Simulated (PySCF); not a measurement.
**C₂H₉NOSi: electronic excitations and core binding energies**

Wanted: the electronic excitations and core binding energies of C₂H₉NOSi (`CNC[SiH2]O`), by calculation.

Programs: PySCF 2.14.0, with density-fitted response routines of our own. Each step states its level of theory. These are calculated values for one molecule in the gas phase, unless marked as measured. Atoms are numbered from 0 throughout.

### 1 Starting geometry

14 atoms, charge 0, multiplicity 1; geometry from: GFN2-xTB.

Bonds of the start (Å): C0–N1 1.45, N1–C2 1.46, C2–Si3 1.91, Si3–O4 1.62, C0–H5 1.09, C0–H6 1.09, C0–H7 1.10, N1–H8 1.02, C2–H9 1.09, C2–H10 1.10, Si3–H11 1.47, Si3–H12 1.46, O4–H13 0.96.

### 2 Ultraviolet spectrum: wB97X-D/def2-SVPD

The job: settings as JSON, then the geometry in Å.

```
{"job": {"kind": "uv", "xc": "wB97X-D", "basis": "def2-SVPD", "nstates": 8, "ntriplets": 3}, "charge": 0, "multiplicity": 1}
C      1.945382    -0.806378    -0.064835
N      0.605402    -0.388801    -0.427604
C     -0.022445     0.460517     0.577581
Si    -1.809089     0.836075     0.024935
O     -2.468709    -0.540854    -0.526578
H      1.885606    -1.419275     0.835713
H      2.363432    -1.409539    -0.870278
H      2.626319     0.034433     0.139124
H      0.644656     0.118155    -1.308048
H     -0.028230    -0.103419     1.514479
H      0.558623     1.374911     0.771052
H     -1.780129     1.824787    -1.058762
H     -2.633316     1.277894     1.143930
H     -1.888180    -1.258979    -0.772876
```

Method: TDDFT wB97X-D/def2-SVPD, vertical, gas phase, core orbitals frozen in the response.

Run with:

```bash
$ OMP_NUM_THREADS=1 python probes_run.py task.json out
```

This one command runs all jobs of the session in turn.

**Question.** This job is followed by: delta-SCF UKS SCAN, pcX-2 on the ionised atom, pcseg-1 elsewhere, spin-free X2C. What will the session give for the following? lowest singlet (wB97X-D/def2-SVPD); brightest single state of those computed; lowest triplet; C1s binding energies, SCAN/pcX-2; N1s binding energies, SCAN/pcX-2; Si1s binding energies, SCAN/pcX-2; Si2p binding energies, SCAN/pcX-2; O1s binding energies, SCAN/pcX-2.

The runs gave:

| quantity | value |
| --- | --- |
| lowest singlet (wB97X-D/def2-SVPD) | 6.23 eV (199 nm), f = 0.001 |
| brightest single state of those computed | state 2, 6.99 eV, f = 0.052 |
| lowest triplet | 6.05 eV |
| C1s binding energies, SCAN/pcX-2 | C0 291.46, C2 290.79 eV |
| N1s binding energies, SCAN/pcX-2 | N1 405.02 eV |
| Si1s binding energies, SCAN/pcX-2 | Si3 1846.80 eV |
| Si2p binding energies, SCAN/pcX-2 | Si3 107.17 eV |
| O1s binding energies, SCAN/pcX-2 | O4 538.17 eV |

**Reading.** The lowest singlet, at 6.23 eV, is HOMO→LUMO 0.84 and is dark; of the 8 states computed, the strongest absorption comes from state 2 at 6.99 eV (the last state computed is bright too, and its partners may lie past the list). The lowest triplet lies 0.17 eV below the lowest singlet (triplets in Tamm-Dancoff, singlets in full TDDFT). C0 (methyl carbon bonded to N) binds its C1s electron 0.66 eV more tightly than C2 (sp3 CH2 bonded to N and Si).
